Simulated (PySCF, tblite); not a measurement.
# C₇H₉OPS: geometry, infrared bands and NMR shifts

Aim: predict the infrared bands and NMR shifts of C₇H₉OPS (`O=P1(c2cccs2)CCC1`).

Computed with tblite 0.8.0 and PySCF 2.14.0, with density-fitted response routines of our own, on a single molecule in the gas phase. Atoms count from 0, in the outputs and in this text.

### Step 1. Starting geometry

19 atoms, charge 0, multiplicity 1; geometry from: force field or distance geometry start.

Bonds of the start (Å): O0–P1 1.48, P1–C2 1.72, C2–C3 1.38, C3–C4 1.43, C4–C5 1.37, C5–S6 1.70, P1–C7 1.77, C7–C8 1.57, C8–C9 1.55, C9–P1 1.78, S6–C2 1.69, C3–H10 1.08, C4–H11 1.08, C5–H12 1.09, C7–H13 1.09, C7–H14 1.10, C8–H15 1.10, C8–H16 1.10, C9–H17 1.10, C9–H18 1.10.

### Step 2. Optimising the geometry with GFN2-xTB

What the job is given:

```
{"job": {"kind": "relax", "xc": "GFN2-xTB", "basis": "xTB"}, "charge": 0, "multiplicity": 1}
O     -1.046600     0.436500    -2.091400
P     -0.649500     0.131700    -0.697500
C      0.999600     0.046600    -0.217300
C      2.028400     0.276200    -1.106400
C      3.296800     0.144800    -0.454100
C      3.169800    -0.161000     0.873300
S      1.537900    -0.295000     1.347400
C     -1.683600     1.051300     0.410600
C     -2.710800    -0.112000     0.185200
C     -1.653400    -1.211700    -0.103600
H      1.882200     0.503400    -2.148900
H      4.247700     0.273900    -0.957300
H      3.961900    -0.309000     1.607000
H     -1.346100     1.123200     1.441500
H     -2.039400     2.041100     0.086900
H     -3.385600     0.074800    -0.656700
H     -3.353900    -0.313900     1.051600
H     -1.965400    -1.976600    -0.827300
H     -1.299700    -1.714900     0.802600
```

Command:

```
$ OMP_NUM_THREADS=1 python probes_run.py task.json out
```

The driver reads the jobs from task.json and runs them one after another.

**Question.** This job is followed by: GFN2-xTB harmonic vibrations, gas phase; GIAO PBE0/pcSseg-1 NMR shielding, non-relativistic, gas phase. What will the session give for the following? strongest single infrared mode (GFN2-xTB); zero-point energy (GFN2-xTB); 13C shifts against TMS (PBE0/pcSseg-1, means over atoms taken as alike); 1H shifts against TMS (PBE0/pcSseg-1, means over atoms taken as alike); 17O shifts against H2O (PBE0/pcSseg-1); 31P shifts against H3PO4 (PBE0/pcSseg-1); 33S shifts against CS2 (PBE0/pcSseg-1).

As calculated:

| quantity | value |
| --- | --- |
| strongest single infrared mode (GFN2-xTB) | 1289 cm⁻¹, 287 km/mol |
| zero-point energy (GFN2-xTB) | 89.3 kcal/mol |
| 13C shifts against TMS (PBE0/pcSseg-1, means over atoms taken as alike) | 143.4, 142.9, 140.2, 131.6, 45.8, 10.9 ppm |
| 1H shifts against TMS (PBE0/pcSseg-1, means over atoms taken as alike) | 7.99, 7.50, 7.28, 2.97, 2.60, 2.03, 1.77 ppm |
| 17O shifts against H2O (PBE0/pcSseg-1) | 142.9 ppm |
| 31P shifts against H3PO4 (PBE0/pcSseg-1) | 5.5 ppm |
| 33S shifts against CS2 (PBE0/pcSseg-1) | 225 ppm |

What this shows: Over 96 steps the energy fell by 0.572 eV; of the close pairs, P1–C7 changed most, 1.773 to 1.855 Å. All 51 modes are real, so the xTB geometry is a minimum. The strongest single mode, at 1289 cm⁻¹, moves mainly O0 and P1. Unscaled tight-binding wavenumbers are off by several per cent, some by more. Its intensities can rank the bands wrongly. NICS(1)zz of -27 ppm above the planar ring from C2 marks a diatropic (aromatic) ring current.
